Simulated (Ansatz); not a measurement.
# Zr3Cd2: properties at the relaxed cell

An exercise on one series of results from a longer session: the logs are not shown, and one member is left open.

Computed with Ansatz 0.2.0 (DFT PBEsol, scalar-relativistic, plane waves, PAW, unless a step's input says otherwise).

2 further runs of the same task are left out: 2 set aside as unsound or not needed. Runs told in other sessions of the task aren't counted.

## The structure to begin with

Symmetry: P4/mmm, No. 123, tetragonal system. Conventional cell: a = 5.502 Å, b = 5.502 Å, c = 5.091 Å, α = 90.00°, β = 90.00°, γ = 90.00°. Around Zr (site symmetry mmm) lie 2 Cd at 2.75 Å and 2 Zr at 2.75 Å. Around Zr (site symmetry 4/mmm) lie 4 Zr at 2.75 Å. Around Cd (site symmetry 4/mmm) lie 2 Cd at 2.55 Å. Around Cd (site symmetry 4/mmm) lie 2 Cd at 2.55 Å and 4 Zr at 2.75 Å.

Structure file:

```xyz
5
Lattice="5.5016 0.0000 0.0000 0.0000 5.0907 0.0000 0.0000 0.0000 5.5018" Properties=species:S:1:pos:R:3 pbc="T T T"
Zr    0.0000    0.0000    2.7509
Zr    2.7508    0.0000    0.0000
Zr    0.0000    0.0000    0.0000
Cd    2.7508    2.5454    2.7509
Cd    2.7508    0.0000    2.7509
```

This cell was relaxed beforehand with the same method: volume 30.82 Å³/atom, gap on the mesh none (metal).

The first run:

input.yaml

```yaml
crystal:
  lattice:
    - [5.4460737836, 0.0, 0.0]
    - [0.0, 5.0393154963, 0.0]
    - [0.0, 0.0, 5.4462476818]
  atoms:
    - { symbol: Zr, position: [0.0, 0.0, 0.5] }
    - { symbol: Zr, position: [0.5, 0.0, 0.0] }
    - { symbol: Zr, position: [0.0, 0.0, 0.0] }
    - { symbol: Cd, position: [0.5, 0.5, 0.5] }
    - { symbol: Cd, position: [0.5, 0.0, 0.5] }
basis:
  ecutwfc: 420
kpoints:
  mp_grid: { grid: [8, 8, 8] }
hamiltonian:
  xc: pbesol
scf:
  occupations: { method: gaussian, width: 0.1 }
output:
  forces: true
  stress: true
  eigenvalues: true
relax:
  adjacent_minimum: "off"
  f_tol: 0.01
  max_steps: 30
  cell: { stress_tol: 0.1, fix: [volume] }
```

Run with:

```
> ansatz run input.yaml --threads 1 --pin off --max-ram 2560MiB --backend cpu --events-out ev --progress --plain --runs-dir out
```

Among the steps run: Point at V/V0 = 0.97; Volume × 1.03; Point at V/V0 = 0.94; The cell scaled to 1.06 of its volume; The cell scaled to 0.91 of its volume; Volume × 1.10; Point at V/V0 = 0.88.

One of the session's tables, all rows but one given; the rest of the session is left out.

It belongs to the step «Energy against volume». 

```
volume (Å³/atom)  energy above the lowest point (meV/atom)  pressure (GPa)
          27.120                                      82.0            8.04
          28.045                                      43.2            5.50
          28.969                                      18.0            3.34
          29.894                                         ?               ?
          30.818                                       0.0            0.00
          31.743                                       3.9           -1.27
          32.668                                      14.5           -2.34
          33.900                                      37.3           -3.50
```

Estimate the missing values for volume (Å³/atom) = 29.894.

Worked estimate for «energy above the lowest point (meV/atom)». A straight line through the neighbours (28.969, 18.0) and (30.818, 0.0) gives 18.0 + (0.0 − 18.0) × (29.894 − 28.969) / (30.818 − 28.969) = 9.0; a parabola fitted to 4 rows on both sides gives 4.1.

As computed: energy above the lowest point (meV/atom): 4.2; pressure (GPa): 1.53. In «energy above the lowest point (meV/atom)» the line misses by +4.8 and the parabola by -0.1.

To keep in mind: Warnings in the runs' records: near symmetry operations not taken, structure snapped to symmetry.
